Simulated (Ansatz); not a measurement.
# F5HOW: vertical ionisation energy

The task here is to estimate one member of a computed series from the others.

Program: Ansatz 0.2.0, Gaussian basis. Level of theory: unrestricted cation, the program's frozen cores in correlated methods. These are calculated values, not measurements.

Levels to be run: UKS PBE-D4/def2-TZVPP; UKS r2SCAN-D4/def2-TZVPP; UKS PBE0-D4/def2-TZVPP; UKS B3LYP-D4/def2-TZVPP; UKS wB97X-V/def2-TZVPP; UKS wB97M-V/def2-TZVPP; UKS B2PLYP/def2-TZVPP; UHF-CCSD(T)/def2-TZVPP; UHF-MP2/def2-QZVPP; extrapolation to the limit; then −ε(HOMO) from the neutral's earlier runs with LDA (SPW92), PBE-D4, revPBE-D4, BLYP-D4, r2SCAN-D4, B97M-V, PBE0-D4, B3LYP-D4, r2SCANh-D4, r2SCAN0-D4, HSE06-D4, BHLYP-D4, CAM-B3LYP-D4, LC-ωPBE, ωB97X-V, ωB97M-V.

### The geometry

All runs share one geometry, relaxed beforehand with PBE0-D4 in a triple-zeta def2 set. W takes the def2 core potential; no spin-orbit term is included.

SMILES `[OH][W]([F])([F])([F])([F])[F]`, 8 atoms, charge 0, spin multiplicity 1.

Atoms are counted from 1 here; the program's logs count them from 0.

Bond lengths: O1–W2 1.819 Å, O1–H8 0.956 Å, W2–F3 1.846 Å, W2–F4 1.846 Å, W2–F5 1.842 Å, W2–F6 1.846 Å, W2–F7 1.846 Å. Angles: W2–O1–H8 179.8°, O1–W2–F3 92.2°, O1–W2–F4 92.1°, O1–W2–F5 180.0°, O1–W2–F6 92.1°, O1–W2–F7 92.1°, F3–W2–F4 175.7°, F3–W2–F5 87.9°, F3–W2–F6 89.9°, F3–W2–F7 89.9°, F4–W2–F5 87.8°, F4–W2–F6 89.9°, F4–W2–F7 89.9°, F5–W2–F6 87.9°, F5–W2–F7 87.9°, F6–W2–F7 175.7°.

Geometry (Å):

```
atom    x (Å)    y (Å)    z (Å)
  O1  -0.6562  -1.2816   0.4520
  W2   0.1348   0.2628  -0.0922
  F3   1.4182   0.1529   1.2296
  F4  -1.0887   0.4898  -1.4551
  F5   0.9356   1.8271  -0.6443
  F6  -0.9247   1.2802   1.0252
  F7   1.2544  -0.6380  -1.2504
  H8  -1.0734  -2.0933   0.7353
```

The first run:

Contents of in.yaml:

```yaml
crystal:
  periodic: [false, false, false]
  atoms:
    - {symbol: O, position_ang: [-0.656192, -1.281610, 0.451990]}
    - {symbol: W, position_ang: [0.134840, 0.262797, -0.092168]}
    - {symbol: F, position_ang: [1.418210, 0.152853, 1.229575]}
    - {symbol: F, position_ang: [-1.088745, 0.489835, -1.455145]}
    - {symbol: F, position_ang: [0.935613, 1.827146, -0.644265]}
    - {symbol: F, position_ang: [-0.924722, 1.280211, 1.025178]}
    - {symbol: F, position_ang: [1.254377, -0.637990, -1.250423]}
    - {symbol: H, position_ang: [-1.073392, -2.093253, 0.735258]}
basis:
  gaussian: {orbitals: def2-TZVPP}
total_charge: 1
magnetization: {spin_polarized: true, initial_magnetization: 1}
hamiltonian: {xc: pbe, dispersion: d4}
```

Launch:

```
ansatz run in.yaml --threads 2 --pin off --events-out ev --progress --plain --max-ram 22528MiB --backend cpu
```

Among the steps run: Cation, UKS PBE-D4/def2-TZVPP; Cation, UKS r2SCAN-D4/def2-TZVPP; Cation, UKS PBE0-D4/def2-TZVPP; Cation, UKS B3LYP-D4/def2-TZVPP; Cation, UKS wB97X-V/def2-TZVPP; Cation, UKS wB97M-V/def2-TZVPP; Cation, UKS B2PLYP (frozen core)/def2-TZVPP; Cation, UHF-CCSD(T)/def2-TZVPP; Cation, UHF-MP2/def2-QZVPP.

One table of the session follows, with a row left open; its other results are not shown here.

It belongs to the step «Ionisation energies side by side». Orbital estimates, from the neutral's runs:

| functional | −ε(HOMO) (eV) |
| --- | --- |
| LDA (SPW92) | 9.76 |
| PBE-D4 | 9.49 |
| revPBE-D4 | 9.39 |
| BLYP-D4 | 9.42 |
| r2SCAN-D4 | 9.99 |
| B97M-V | 10.09 |
| PBE0-D4 | 11.44 |
| B3LYP-D4 | 11.15 |
| r2SCANh-D4 | 10.71 |
| r2SCAN0-D4 | 11.79 |
| HSE06-D4 | 11.03 |
| BHLYP-D4 | ? |
| CAM-B3LYP-D4 | 12.98 |
| LC-ωPBE | 14.27 |
| ωB97X-V | 13.94 |
| ωB97M-V | 13.89 |

Q: Estimate the row for BHLYP-D4 from the others.

Worked estimate for «−ε(HOMO) (eV)». Against the share of exact exchange, BLYP-D4 (0, 9.42), B3LYP-D4 (0.2, 11.15) give a slope of 8.65 per unit share; at 0.5 the line stands at 13.74.

As computed: −ε(HOMO) (eV): 13.32. In «−ε(HOMO) (eV)» the line misses by +0.42.

Caveats from the session: The cation may have settled in a state other than its lowest; no search over hole states beyond the program's own was made.
